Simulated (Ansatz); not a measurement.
# C: response to a shear that moves c along a

The task here is to estimate one member of a computed series from the others.

Computed with Ansatz 0.2.0 (DFT r2SCAN, scalar-relativistic, plane waves, PAW, unless a step's input says otherwise).

4 further runs of the same task are left out: 4 set aside as unsound or not needed.

### Starting point

The structure is hexagonal, space group P6_3/mmc (No. 194). The conventional cell has a = 2.456 Å, b = 2.456 Å, c = 7.036 Å, α = 90.00°, β = 90.00°, γ = 120.00°. C (site symmetry -6m2) has 3 C at 1.42 Å as nearest neighbours.

As a file:

```
CELL_PARAMETERS angstrom
2.45581 0.00000 0.00000
-1.22790 2.12679 0.00000
0.00000 0.00000 7.03642
ATOMIC_POSITIONS crystal
C 0.00000 0.00000 0.25000
C 0.00000 0.00000 0.75000
C 0.33333 0.66667 0.25000
C 0.66667 0.33333 0.75000
```

It goes back to an entry of the Materials Project.

It is the result of an earlier relaxation at this level (volume 9.19 Å³/atom; gap on the mesh: none (metal)).

The unstrained cell was computed beforehand with the same settings: E(σ→0) = -1006.6734 eV for 4 atoms, gap none (metal).

The first run:

The input, input.yaml:

```yaml
crystal:
  lattice:
    - [2.4558082585, 0.0, 0.0]
    - [-1.2279041293, 2.1267923387, 0.0]
    - [0.1055463578, 0.0, 7.0364238502]
  atoms:
    - { symbol: C, position: [0.0, 0.0, 0.25] }
    - { symbol: C, position: [0.0, 0.0, 0.75] }
    - { symbol: C, position: [0.3333333333, 0.6666666667, 0.25] }
    - { symbol: C, position: [0.6666666667, 0.3333333333, 0.75] }
basis:
  ecutwfc: 500
kpoints:
  mp_grid: { grid: [24, 24, 8] }
hamiltonian:
  xc: r2scan
scf:
  occupations: { method: gaussian, width: 0.1 }
output:
  forces: true
  stress: true
  eigenvalues: true
relax:
  adjacent_minimum: "off"
  f_tol: 0.008
  max_steps: 40
```

Run with:

```bash
$ ansatz run input.yaml --threads 1 --pin off --max-ram 2560MiB --backend cpu --events-out ev --progress --plain --runs-dir out
```

Among the steps run: The cell strained by +1.5 %; Strain +3.0 %; The cell strained by +4.5 %; Strain +6.0 %; Band edges over the zone at +6.0 %; Strain +9.0 %; Seeking the band edges at +9.0 %.

One table of the session follows, with a row left open; its other results are not shown here.

Lengths are those of the vectors of the cell that was run; stresses in GPa:

| strain (%) | ΔE (meV/atom) | c (Å) |
| --- | --- | --- |
| +0.0 | 0.0 | 7.036 |
| +1.5 | 0.0 | 7.037 |
| +3.0 | 0.0 | 7.040 |
| +4.5 | ? | ? |
| +6.0 | 0.2 | 7.049 |
| +9.0 | 0.5 | 7.065 |

Estimate the missing values for strain (%) = +4.5.

Worked estimate for «ΔE (meV/atom)». A straight line through the neighbours (3.0, 0.0) and (6.0, 0.2) gives 0.0 + (0.2 − 0.0) × (4.5 − 3.0) / (6.0 − 3.0) = 0.1; a parabola fitted to 4 rows on both sides gives 0.1.

As computed: ΔE (meV/atom): 0.1; c (Å): 7.044. In «ΔE (meV/atom)» the line misses by 0.0 and the parabola by 0.0.

ΔE is over the unstrained cell. Stress in GPa, positive in compression, on the Cartesian axes of the input. 

Limits of these values: Where a structure here is layered, its layers are held mostly by dispersion, which this level lacks, so their spacing and the stiffness across them are unreliable there. Warnings in the runs' records: stress scf threshold loose, band edges overlap.
